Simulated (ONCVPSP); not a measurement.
# Pseudopotential generation for Co: ONCV, PBEsol

Do these settings give a usable potential? It is generated, then checked for transferability, scattering, ghosts and hardness.

The numbers are computed with ONCVPSP 4.0.1.1 (patched build) (PBEsol, scalar-relativistic, spin-unpolarised reference atom).

## 1. The atom and the settings

Typed settings, in words:

```
element                 : cobalt (Co, Z = 27)
type                    : optimised norm-conserving Vanderbilt (ONCV)
frozen core             : [Ne] 3s2
valence charge          : 15
reference configuration : 3p6 3d7 4s1 4p1
partial waves           : 4s: rc 2.50 bohr, ncon 4, nbas 7, qcut 2.4 1/bohr, 2 projectors, debl 1.2 Ha; 3p+4p: rc 1.20 bohr, ncon 4, nbas 8, qcut 13.3 1/bohr, 2 projectors; 3d: rc 1.20 bohr, ncon 3, nbas 7, qcut 15.5 1/bohr, 3 projectors, debl 1.6 Ha; f scattering state at 0.28 Ha: rc 2.60 bohr, ncon 3, nbas 7, qcut 4.3 1/bohr, 2 projectors, debl 3.4 Ha
local potential         : polynomial inside 1.05 bohr (lpopt 5, dvloc0 3 Ha)
core correction         : polynomial model core, fcfact 0.3
```

The outer shells as boxes (Hund's rule for the drawing; the calculation is spin-unpolarised):

```
[Ne] core
3s [↑↓]
3p [↑↓][↑↓][↑↓]
3d [↑↓][↑↓][↑ ][↑ ][↑ ]
4s [↑ ]
4p [↑ ][  ][  ]
```

An earlier all-electron run gives the scale for the radii.

All-electron outer shells of the reference configuration (PBEsol, scalar-relativistic, ld1.x):

```csv
shell,level (eV),outermost node (bohr),outermost maximum (bohr)
2p,-771.21,–,0.17
3s,-103.99,0.31,0.67
3p,-67.37,0.28,0.68
3d,-10.03,–,0.66
4s,-6.63,0.96,2.26
4p,-2.12,1.05,3.09
```

## 2. The generation run

Co.dat reads:

```
# ATOM AND REFERENCE CONFIGURATION
# atsym  z   nc   nv     iexc    psfile
  Co 27.00    4    4  -116133      upf
#
#   n    l    f
    1    0    2.00
    2    0    2.00
    2    1    6.00
    3    0    2.00
    3    1    6.00
    3    2    7.00
    4    0    1.00
    4    1    1.00
#
# PSEUDOPOTENTIAL AND OPTIMIZATION
# lmax
    3
#
#   l,   rc,      ep,       ncon, nbas, qcut
    0    2.50    0.00    4    7    2.40
    1    1.20    0.00    4    8   13.30
    2    1.20    0.00    3    7   15.50
    3    2.60    0.28    3    7    4.30
#
# LOCAL POTENTIAL
# lloc, lpopt,  rc(5),   dvloc0
    4    5    1.05    3.00
#
# VANDERBILT-KLEINMAN-BYLANDER PROJECTORs
# l, nproj, debl
    0    2    1.20
    1    2    3.40
    2    3    1.60
    3    2    3.40
#
# MODEL CORE CHARGE
# icmod, fcfact, rcfact
    1    0.30    0.00
#
# LOG DERIVATIVE ANALYSIS
# epsh1, epsh2, depsh
   -4.00    5.00    0.02
#
# OUTPUT GRID
# rlmax, drl
    6.00    0.01
#
# TEST CONFIGURATIONS
# ncnf
    4
# nvcnf
#   n    l    f
    4
    3    1    6.00
    3    2    7.00
    4    0    2.00
    4    1    0.00
#
    4
    3    1    6.00
    3    2    7.00
    4    0    1.00
    4    1    0.00
#
    4
    3    1    6.00
    3    2    7.00
    4    0    0.00
    4    1    0.00
#
    4
    3    1    6.00
    3    2    7.00
    4    0    0.00
    4    1    1.00
#
```

The run is started by

```
$ oncvpsp.x < Co.dat > Co.out
```

The output, Co.out (without the consistency checks and plot data):

```text
ONCVPSP  (Optimized Norm-Conservinng Vanderbilt PSeudopotential)
scalar-relativistic version 4.0.1.1, modified

#   n    l    f        energy (Ha)
    1    0    2.00    -2.7883215E+02
    2    0    2.00    -3.3068049E+01
    2    1    6.00    -2.8341544E+01
    3    0    2.00    -3.8215611E+00
    3    1    6.00    -2.4757221E+00
    3    2    7.00    -3.6851505E-01
    4    0    1.00    -2.4380119E-01
    4    1    1.00    -7.7790366E-02

Reference configufation results
  iterations    34
  all-electron total energy (Ha)   -1.39174091D+03

Begin loop to  construct optimized pseudo wave functions
and semi-local pseudopoentials for all angular momenta

   Wellstate for l =  0  n =  6
     eigenvalue =   0.9562
     asymptotic potential =   1.4562
     half-point radius =  5.9758

Calculating optimized projector #   1

 for l=   0

    Fraction of norm inside rc  0.445796
    Optimizing pswf for qcut=   2.39 a_B^-1,  ecut=   2.86 Ha
    Residual kinetic energy error=  4.53D-03 Ha

    Energy error per electron        Cutoff
         Ha          eV             Ha
         0.01000     0.27211        2.14
         0.00100     0.02721        8.34
         0.00010     0.00272       18.11
         0.00001     0.00027       21.25

Calculating optimized projector #   2

 for l=   0

    Fraction of norm inside rc  0.126490
    Optimizing pswf for qcut=   2.39 a_B^-1,  ecut=   2.86 Ha
    Residual kinetic energy error=  2.34D-02 Ha

    Energy error per electron        Cutoff
         Ha          eV             Ha
         0.01000     0.27211        3.43
         0.00100     0.02721        8.95
         0.00010     0.00272       19.20
         0.00001     0.00027       22.93

Calculating optimized projector #   1

 for l=   1

    Fraction of norm inside rc  0.877867
    Optimizing pswf for qcut=  13.29 a_B^-1,  ecut=  88.35 Ha
    Residual kinetic energy error=  9.83D-09 Ha

    Energy error per electron        Cutoff
         Ha          eV             Ha
         0.01000     0.27211       30.45
         0.00100     0.02721       39.81
         0.00010     0.00272       48.35
         0.00001     0.00027       56.17

Calculating optimized projector #   2

 for l=   1

    Fraction of norm inside rc  0.015618
    Optimizing pswf for qcut=  13.29 a_B^-1,  ecut=  88.35 Ha
    Residual kinetic energy error=  4.60D-10 Ha

    Energy error per electron        Cutoff
         Ha          eV             Ha
         0.01000     0.27211       17.28
         0.00100     0.02721       27.18
         0.00010     0.00272       36.12
         0.00001     0.00027       44.02

   Wellstate for l =  2  n =  4
     eigenvalue =   1.2315
     asymptotic potential =   1.7315
     half-point radius =  2.5488

   Wellstate for l =  2  n =  5
     eigenvalue =   2.8315
     asymptotic potential =   3.3315
     half-point radius =  2.8815

Calculating optimized projector #   1

 for l=   2

    Fraction of norm inside rc  0.691553
    Optimizing pswf for qcut=  15.51 a_B^-1,  ecut= 120.35 Ha
    Residual kinetic energy error=  4.27D-08 Ha

    Energy error per electron        Cutoff
         Ha          eV             Ha
         0.01000     0.27211       63.75
         0.00100     0.02721       77.66
         0.00010     0.00272       89.01
         0.00001     0.00027       98.86

Calculating optimized projector #   2

 for l=   2

    Fraction of norm inside rc  0.129200
    Optimizing pswf for qcut=  15.51 a_B^-1,  ecut= 120.35 Ha
    Residual kinetic energy error=  8.37D-09 Ha

    Energy error per electron        Cutoff
         Ha          eV             Ha
         0.01000     0.27211       60.42
         0.00100     0.02721       75.87
         0.00010     0.00272       88.53
         0.00001     0.00027       99.23

Calculating optimized projector #   3

 for l=   2

    Fraction of norm inside rc  0.075127
    Optimizing pswf for qcut=  15.51 a_B^-1,  ecut= 120.35 Ha
    Residual kinetic energy error=  2.43D-08 Ha

    Energy error per electron        Cutoff
         Ha          eV             Ha
         0.01000     0.27211       61.62
         0.00100     0.02721       77.94
         0.00010     0.00272       91.08
         0.00001     0.00027      101.61

   Wellstate for l =  3  n =  4
     eigenvalue =   0.2800
     asymptotic potential =   0.7800
     half-point radius =  9.0265

   Wellstate for l =  3  n =  7
     eigenvalue =   3.6800
     asymptotic potential =   4.1800
     half-point radius =  4.8076

Calculating optimized projector #   1

 for l=   3

    Fraction of norm inside rc  0.012723
    Optimizing pswf for qcut=   4.30 a_B^-1,  ecut=   9.24 Ha
    Residual kinetic energy error=  5.35D-07 Ha

    Energy error per electron        Cutoff
         Ha          eV             Ha
         0.01000     0.27211        0.88
         0.00100     0.02721        1.92
         0.00010     0.00272        4.27
         0.00001     0.00027        6.66

Calculating optimized projector #   2

 for l=   3

    Fraction of norm inside rc  0.198425
    Optimizing pswf for qcut=   4.30 a_B^-1,  ecut=   9.24 Ha
    Residual kinetic energy error=  2.17D-02 Ha

    Energy error per electron        Cutoff
         Ha          eV             Ha
         0.01000     0.27211       11.14
         0.00100     0.02721       37.76
         0.00010     0.00272       56.38

Construct Vanderbilt / Kleinmman-Bylander projectors

B matrix Hermiticity error, ll=   0
   1   2   -4.1451E-05

  Orthonormal projector coefficients  6.4463E+00  8.7005E-01

B matrix Hermiticity error, ll=   1
   1   2    1.5323E-04

  Orthonormal projector coefficients -2.4961E+00 -1.6649E+00

B matrix Hermiticity error, ll=   2
   1   2    2.1466E-04
   1   3   -3.2309E-04
   2   3    1.0009E-04

  Orthonormal projector coefficients -1.9486E+01 -7.9346E+00 -1.2240E+00

B matrix Hermiticity error, ll=   3
   1   2    4.0463E-07

  Orthonormal projector coefficients -7.9099E+01 -1.3487E+00

Model core correction analysis
  based on d2Exc/dn_idn_j

d2excae - all-electron derivatives

   -3.786712D-02   -2.863972D-02   -2.545884D-03   -9.368889D-04
   -2.864593D-02   -2.648476D-02   -6.272582D-03   -2.104218D-03
   -2.614236D-03   -6.810119D-03   -1.529540D-02   -5.857899D-03
   -9.840237D-04   -2.565459D-03   -6.907748D-03   -2.768715D-03

d2excps - pseudofunction derivatives with no core correction

   -4.445698D-02   -3.542208D-02   -2.691887D-03   -1.103108D-03
   -3.542842D-02   -3.122586D-02   -6.501100D-03   -2.265717D-03
   -2.760312D-03   -7.039286D-03   -1.487295D-02   -5.779767D-03
   -1.150298D-03   -2.727573D-03   -6.831452D-03   -2.786622D-03

rms 2nd derivative error    3.145957E-03

Polynomial model core charge

d2excps - pseudofunction derivatives with core correction

   -3.708322D-02   -3.033105D-02   -2.503131D-03   -9.241699D-04
   -3.033719D-02   -2.738779D-02   -6.300024D-03   -2.139606D-03
   -2.571451D-03   -6.837491D-03   -1.476175D-02   -5.743684D-03
   -9.712766D-04   -2.600790D-03   -6.793647D-03   -2.767713D-03

rms 2nd derivative error    6.832719E-04

Pseudoatom total energy -107.136274

Diagnostic tests using Vanderbilt-Kleinman-Bylander pseudopotentials
  1 or more projectors used as specified by nproj input data

   l    rcore       rmatch      e in        delta e   norm test  slope test

   0   2.5039068   2.5799308  -0.2438012  -0.0000008   1.0000007   1.0000063
   0   2.5039068   2.5799308   0.9561988   0.0000012   1.0000889   1.0000889

   1   1.2068812   1.2435247  -2.4757221  -0.0001440   1.0002450   1.0002166
   1   1.2068812   1.2435247  -0.0777904   0.0000005   0.9999442   1.0000501

   2   1.2068812   1.2435247  -0.3685150  -0.0000088   1.0001238   1.0001259
   2   1.2068812   1.2435247   1.2314850   0.0000004   1.0002849   1.0002849
   2   1.2068812   1.2435247   2.8314850   0.0000554   1.0003306   1.0003306

   3   2.6109829   2.6902580   0.2800000  -0.0000271   1.0000167   1.0000167
   3   2.6109829   2.6902580   3.6800000  -0.0004743   1.0001482   1.0001482

 Testing for bound ghosts
   n   l    E NL Schr. Eq   E Basis Diag.   E Cutoff

   1   0       -0.243802       -0.242174     29.83

   2   1       -2.475866       -2.475814    208.37
   3   1       -0.077790        0.280683    208.37

   3   2       -0.368524       -0.360848    236.44

       3                      -65.679181     42.77  WARNING - GHOST(-)

 Testing for highly-localized positive-energy ghosts
       l    <radius>/rc     E Basis Diag.   E Cutoff

       0        0.197997        0.050496     29.83  WARNING - GHOST(+)

Test configuration 0

   n   l     f        eae           eps        diff
   1   0  2.0000 -278.83214756
   2   0  2.0000  -33.06804864
   2   1  6.0000  -28.34154440
   3   0  2.0000   -3.82156107
   3   1  6.0000   -2.47572213   -2.47586613   -1.44D-04
   3   2  7.0000   -0.36851505   -0.36852381   -8.77D-06
   4   0  1.0000   -0.24380119   -0.24380195   -7.54D-07
   4   1  1.0000   -0.07779037   -0.07778982    5.47D-07

    Total energies and differences
      AE_ref= -1.39174091D+03  AE_tst= -1.39174091D+03  dif=  0.00D+00
      PS_ref= -1.07136274D+02  PS_tst= -1.07136274D+02  dif=  1.14D-12
      PSP excitation error= -1.14D-12

Test configuration 1

   n   l     f        eae           eps        diff
   1   0  2.0000 -278.76397181
   2   0  2.0000  -33.00363803
   2   1  6.0000  -28.27691133
   3   0  2.0000   -3.75348965
   3   1  6.0000   -2.40746673   -2.40846200   -9.95D-04
   3   2  7.0000   -0.30244096   -0.30264776   -2.07D-04
   4   0  2.0000   -0.20173199   -0.20144613    2.86D-04

    Total energies and differences
      AE_ref= -1.39174091D+03  AE_tst= -1.39190198D+03  dif= -1.61D-01
      PS_ref= -1.07136274D+02  PS_tst= -1.07297124D+02  dif= -1.61D-01
      PSP excitation error= -2.25D-04

Test configuration 2

   n   l     f        eae           eps        diff
   1   0  2.0000 -279.09026526
   2   0  2.0000  -33.32272460
   2   1  6.0000  -28.59660549
   3   0  2.0000   -4.07783580
   3   1  6.0000   -2.73232393   -2.73240999   -8.61D-05
   3   2  7.0000   -0.62431928   -0.62429878    2.05D-05
   4   0  1.0000   -0.46887389   -0.46878659    8.73D-05

    Total energies and differences
      AE_ref= -1.39174091D+03  AE_tst= -1.39156955D+03  dif=  1.71D-01
      PS_ref= -1.07136274D+02  PS_tst= -1.06964915D+02  dif=  1.71D-01
      PSP excitation error= -2.94D-06

Test configuration 3

   n   l     f        eae           eps        diff
   1   0  2.0000 -279.46978424
   2   0  2.0000  -33.69111342
   2   1  6.0000  -28.96592460
   3   0  2.0000   -4.45274465
   3   1  6.0000   -3.10755214   -3.10695755    5.95D-04
   3   2  7.0000   -0.99352301   -0.99398536   -4.62D-04

    Total energies and differences
      AE_ref= -1.39174091D+03  AE_tst= -1.39095592D+03  dif=  7.85D-01
      PS_ref= -1.07136274D+02  PS_tst= -1.06350615D+02  dif=  7.86D-01
      PSP excitation error= -6.74D-04

Test configuration 4

   n   l     f        eae           eps        diff
   1   0  2.0000 -279.14774825
   2   0  2.0000  -33.37681311
   2   1  6.0000  -28.65082264
   3   0  2.0000   -4.13549872
   3   1  6.0000   -2.78999620   -2.78950653    4.90D-04
   3   2  7.0000   -0.67931620   -0.67958601   -2.70D-04
   4   1  1.0000   -0.30269972   -0.30282069   -1.21D-04

    Total energies and differences
      AE_ref= -1.39174091D+03  AE_tst= -1.39137132D+03  dif=  3.70D-01
      PS_ref= -1.07136274D+02  PS_tst= -1.06766246D+02  dif=  3.70D-01
      PSP excitation error= -4.37D-04
```

It took 8.3 s on 1 thread of Neoverse-N1, shared host.

All-electron and pseudo partial waves u(r) = r·R(r), from the program's wave files:

```
r (bohr)   3d AE   3d PS
   0.130  0.1437  0.0440
   0.260  0.4801  0.2791
   0.390  0.7565  0.6491
   0.520  0.9079  0.9385
   0.650  0.9551  1.0309
   0.780  0.9368  0.9835
   0.910  0.8837  0.8972
   1.040  0.8151  0.8165
   1.170  0.7420  0.7419
   1.300  0.6700  0.6699
   1.430  0.6021  0.6020
   1.560  0.5394  0.5394
   1.690  0.4825  0.4824
   1.820  0.4312  0.4311
   1.950  0.3852  0.3852
   2.080  0.3441  0.3441
   2.210  0.3074  0.3074
   2.340  0.2747  0.2746
   2.470  0.2455  0.2454
   2.600  0.2194  0.2194
   2.730  0.1962  0.1961
   2.860  0.1754  0.1754
   2.990  0.1568  0.1568
   3.120  0.1402  0.1402
   3.250  0.1254  0.1254
   3.380  0.1122  0.1122
```

Densities times 4π (e/bohr³); a dash where the program caps the true core:

```
r (bohr)  pseudo valence  true core  model core
   0.130           6.083          –       168.8
   0.390           43.62      57.03       46.73
   0.650           37.01      8.342       8.342
   0.910           14.42      2.594       2.594
   1.170           5.108     0.6236      0.6236
   1.430           1.947     0.1352      0.1352
   1.690          0.8617    0.02826     0.02826
   1.950          0.4544   0.005854    0.005854
   2.210          0.2738   0.001213    0.001213
   2.470          0.1785  0.0002527   0.0002527
   2.730          0.1223  5.296e-05   5.296e-05
   2.990         0.08631  1.114e-05   1.114e-05
   3.250         0.06203  2.381e-06   2.381e-06
```

## 3. The configuration tests of the same run

Excitation and ionisation energies from 3p6 3d7 4s1 4p1, with the error of the potential.

| valence configuration | charge | ΔE all-electron (eV) | error AE − PS (meV) |
| --- | --- | --- | --- |
| 3p6 3d7 4s2 4p0 | 0 | -4.383 | -6.1 |
| 3p6 3d7 4s1 4p0 | +1 | 4.663 | -0.1 |
| 3p6 3d7 4s0 4p0 | +2 | 21.361 | -18 |
| 3p6 3d7 4s0 4p1 | +1 | 10.057 | -12 |

## 4. Logarithmic derivatives

Taken from the files of the generation run. The phase is arctan(r·R′/R) of the radial function R, unwrapped, with energies in Ha. A pole is an energy at which the radial function vanishes at the test radius. The pseudo phase is shifted by a multiple of π to meet the all-electron one at the reference energy. Levels narrower than the energy grid can be missing from the poles. The last column is the largest difference on the grid between −0.5 and +0.5 Ha.

| channel | radius (bohr) | reference (Ha) | poles AE | poles PS | window around the reference with phases within 0.05 rad (Ha) | largest difference near zero (rad) |
| --- | --- | --- | --- | --- | --- | --- |
| s | 2.53 | -0.24 | -3.82, 0.68, 4.95 | 0.04, 0.68, 4.83 | -3.8 to 0.0 | 3.141 |
| p | 1.22 | -0.08 | -1.36 | -1.36 | the whole range | 0.000 |
| d | 1.22 | -0.37 | 0.90 | 0.90 | the whole range | 0.000 |
| f | 2.64 | 0.28 | 2.27 | 2.30 | the whole range | 0.000 |

Phases (rad) along the scan:

```
E (Ha)    s AE     s PS    d AE    d PS
 -3.98   1.392   -1.746   1.130   1.130
 -3.50  -1.760   -1.762   1.077   1.077
 -3.02  -1.782   -1.783   1.002   1.002
 -2.54  -1.812   -1.813   0.887   0.888
 -2.06  -1.857   -1.858   0.695   0.695
 -1.58  -1.936   -1.937   0.334   0.334
 -1.10  -2.118   -2.119  -0.287  -0.287
 -0.62  -2.852   -2.854  -0.889  -0.889
 -0.14  -4.251   -4.251  -1.236  -1.236
  0.34  -4.604   -7.745  -1.429  -1.429
  0.82  -4.749   -7.890  -1.554  -1.554
  1.30  -4.871   -8.012  -1.650  -1.650
  1.78  -5.079   -8.219  -1.734  -1.734
  2.26  -5.986   -9.104  -1.818  -1.818
  2.74  -7.366  -10.499  -1.914  -1.914
  3.22  -7.636  -10.777  -2.037  -2.036
  3.70  -7.736  -10.879  -2.212  -2.212
  4.18  -7.793  -10.937  -2.488  -2.488
  4.66  -7.833  -10.981  -2.917  -2.917
```

## 5. Plane-wave cutoff and ghosts

From the same output: the cutoffs (Ha) at which the residual kinetic energy of the hardest occupied pseudo-wave falls to 1 and 0.1 mHa per electron are 78 Ha and 89 Ha.

The program's own ghost test: GHOST(-) flagged for f at -1787.2 eV; GHOST(+) flagged for s at 1.37 eV.

Cutoff (Ha) at which the first wave of each channel reaches a given error (Ha per electron):

```
  error     s     p     d    f
1.0e-02   2.1  30.5  63.7  0.9
3.2e-03   3.3  35.3  71.1  1.2
1.0e-03   8.3  39.8  77.7  1.9
3.2e-04  15.7  44.2  83.7  3.0
1.0e-04  18.1  48.4  89.0  4.3
3.2e-05  19.6  52.5  93.9  5.5
1.0e-05  21.3  56.2  98.9  6.7
```

## 6. Outcome

```
                                                quantity                         value
  cutoffs for 1 and 0.1 mHa per electron, occupied waves               78 Ha and 89 Ha
                                            bound ghosts              f at -1787.22 eV
                                          GHOST(+) flags                     s at 1 eV
                            largest test error (AE − PS)  -18 meV, for 3p6 3d7 4s0 4p0
largest phase difference near zero energy, channels read                     3.141 rad
 rms error of d²Exc/dn², without and with the model core             3.15 and 0.68 mHa
```

What this shows: A bound ghost (f) makes it unfit for use: electrons can fall into a state that the atom doesn't have. By total energies transferability is good: the largest error is 18 meV on 21.4 eV, for 3p6 3d7 4s0 4p0. Atomic tests can pass in spite of a ghost, since they solve only for the levels asked. By its cutoff, 78 Ha for the looser tolerance, it is very hard. At the looser tolerance the 3d wave is the slowest; 3p needs 40 Ha. Near zero energy the largest phase difference among the channels read is 3.14 rad, in the s channel. A step near π is an extra or missing state, not a misfit of shape. The pseudo curves have a pole with no partner nearby in the atom's: s at 0.04 Ha. At positive energy that is a spurious or a displaced resonance. The program also flags highly localised states, GHOST(+) (s). These are tests on the free atom; a crystal test is still owed.
